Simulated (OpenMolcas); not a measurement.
# Ru³⁺ among point charges: CASSCF and CASPT2 levels and susceptibility

How does a field of 5 point charges split the states of Ru³⁺, and what χT follows?

The numbers are computed with OpenMolcas 26.06 (state-averaged CASSCF and CASPT2, spin-orbit coupling by RASSI with atomic mean-field integrals), except any that are marked as measured or tabulated.

## 1. Starting point

| Item | Value |
| --- | --- |
| Species | Ru³⁺ (ruthenium, Z = 44, 41 electrons) |
| Basis | ANO-RCC-VDZP [6s5p3d1f], 43 functions |
| Scalar Hamiltonian | DKH2, point nucleus |
| Inactive shells | 1s 2s 2p 3s 3p 3d 4s 4p |
| Active space | 5 electrons in 5 orbitals (4d) |
| Some configurations of this space | 4d⁵ |
| Orbitals | optimised for each spin and parity, averaged over all roots |

The outer shells:

4d5
```
4d [↑ ][↑ ][↑ ][↑ ][↑ ]
```

The ion sits among 5 point charges of -2 e arranged as a trigonal bipyramid (D3h), 2.34 Å from the ion, with the axial distance 2.059 Å.

Each step is its own input file, run in one work folder so that later steps find the files of earlier ones. Labels, J, g values, rates, χT and fits are worked out afterwards by a script from the matrices that RASSI stores.

## 2. One- and two-electron integrals

The input, a.inp:

```
&GATEWAY
Coord
1

Ru 0.0 0.0 0.0
Basis=ANO-RCC-VDZP
Group=NoSym
NoMove
AngMom=0.0 0.0 0.0
AMFI
XField
5 Angstrom 0
2.340000 0.000000 0.000000 -2.000000
-1.170000 2.026499 0.000000 -2.000000
-1.170000 -2.026499 0.000000 -2.000000
0.000000 0.000000 2.059200 -2.000000
0.000000 0.000000 -2.059200 -2.000000
&SEWARD
```

On the command line:

```
$ OMP_NUM_THREADS=1 MOLCAS_MEM=1689 MOLCAS_PROJECT=a pymolcas a.inp > a.log
```

## 3. CASSCF: sextets, 1 root

The input, a.inp:

```
&RASSCF
FileOrb=start.orb
Symmetry=1
Spin=6
nActEl=5 0 0
Inactive=18
Ras2=5
CIRoot=1 1 1
SDav=1
CIMx=300
Iter=120 100
PrWF=0.3
OrbListing=Nothing
MaxOrb=0
>>> COPY $Project.JobIph JOB001
```

start.orb holds the contracted functions of the basis, ordered by shell, or the orbitals of the step before.

## 4. CASSCF: quartets, 24 roots

The input, a.inp:

```
&RASSCF
FileOrb=start.orb
Symmetry=1
Spin=4
nActEl=5 0 0
Inactive=18
Ras2=5
CIRoot=24 24 1
SDav=24
CIMx=300
Iter=120 100
PrWF=0.3
OrbListing=Nothing
MaxOrb=0
>>> COPY $Project.JobIph JOB002
```

## 5. CASSCF: doublets, 75 roots

The input, a.inp:

```
&RASSCF
FileOrb=start.orb
Symmetry=1
Spin=2
nActEl=5 0 0
Inactive=18
Ras2=5
CIRoot=75 75 1
SDav=75
CIMx=300
Iter=120 100
PrWF=0.3
OrbListing=Nothing
MaxOrb=0
>>> COPY $Project.JobIph JOB003
```

## 6. RASSI: spin-orbit coupling between the states

The input, a.inp:

```
&RASSI
NrOfJobIphs=3 1 24 75
1
1 2 3 4 5 6 7 8 9 10 11 12 13 14 15 16 17 18 19 20 21 22 23 24
1 2 3 4 5 6 7 8 9 10 11 12 13 14 15 16 17 18 19 20 21 22 23 24 25 26 27
28 29 30 31 32 33 34 35 36 37 38 39 40 41 42 43 44 45 46 47 48 49 50 51
52 53 54 55 56 57 58 59 60 61 62 63 64 65 66 67 68 69 70 71 72 73 74 75
IphNames
JOB001
JOB002
JOB003
EJob
SpinOrbit
DIPRint=1.0
SOCoupling=1000.0
Subsets=2
Property=9
'ANGMOM' 1 'ANGMOM' 2 'ANGMOM' 3 'MLTPL  1' 1 'MLTPL  1' 2 'MLTPL  1' 3
'AMFI' 1 'AMFI' 2 'AMFI' 3
SOProperty=3
'ANGMOM' 1 'ANGMOM' 2 'ANGMOM' 3
```

## 7. CASPT2: IPEA 0.25, imaginary shift 0.1 (closed shells correlated: 4s 4p)

The input, a.inp:

```
>>> COPY JOB001 $Project.JobIph
&CASPT2
Multistate=1 1
Frozen=14
IPEA=0.25
Imaginary=0.1
MaxIter=60
WThr=0.0 0.3 0.05
PrWF=0.5
NoMix
>>> COPY JOB002 $Project.JobIph
&CASPT2
Multistate=24 1 2 3 4 5 6 7 8 9 10 11 12 13 14 15 16 17 18 19 20 21 22
23 24
NoMult
Frozen=14
IPEA=0.25
Imaginary=0.1
MaxIter=60
WThr=0.0 0.3 0.05
PrWF=0.5
NoMix
>>> COPY JOB003 $Project.JobIph
&CASPT2
Multistate=75 1 2 3 4 5 6 7 8 9 10 11 12 13 14 15 16 17 18 19 20 21 22
23 24 25 26 27 28 29 30 31 32 33 34 35 36 37 38 39 40 41 42 43 44 45 46
47 48 49 50 51 52 53 54 55 56 57 58 59 60 61 62 63 64 65 66 67 68 69 70
71 72 73 74 75
NoMult
Frozen=14
IPEA=0.25
Imaginary=0.1
MaxIter=60
WThr=0.0 0.3 0.05
PrWF=0.5
NoMix
```

(Steps that only read results are left out.)

Before running it: what results should come out? Wanted: spin-free ground state; lowest level; next level.

The runs gave:

| quantity | value |
| --- | --- |
| method | SS-CASPT2, IPEA 0.25, imaginary shift 0.1 (closed shells correlated: 4s 4p) |
| spin-free ground state | 6A1, 1-fold in its orbital part |
| lowest level | 2-fold E1/2, g = 0.00, 0.00, 9.99 |
| next level | 11.7 cm⁻¹ |
| χT at 300 K | 4.37 cm³ K/mol |
| effective moment at 300 K | 5.91 μB |

Cost by method:

```csv
method,time of its own steps,time with the reference
A. CASSCF,21 s,21 s
"B. SS-CASPT2, IPEA 0.25, imaginary shift 0.1, +4s 4p",6.3 s,27 s
```

Times are of one thread on a shared host.

**Reading.** The spin-free ground state (6A1) comes to 100 % from free-ion S terms and keeps the highest spin of the shell. χT at 300 K is 4.37, against 4.39 cm³ K/mol for the spin alone, as a half-filled shell (L = 0) has no orbital moment. An active space of the d shell alone favours high spin; real ions in strong fields can be low spin. CASPT2 does not keep the components of a term degenerate, and the means are used. The field of point charges can differ much from that of real complexes. With metal d orbitals alone active, the gaps between spin states are rough; where two lie within a few thousand cm-1, their order is open. Point charges carry no covalency, so the field is a model and not that of real ligands.
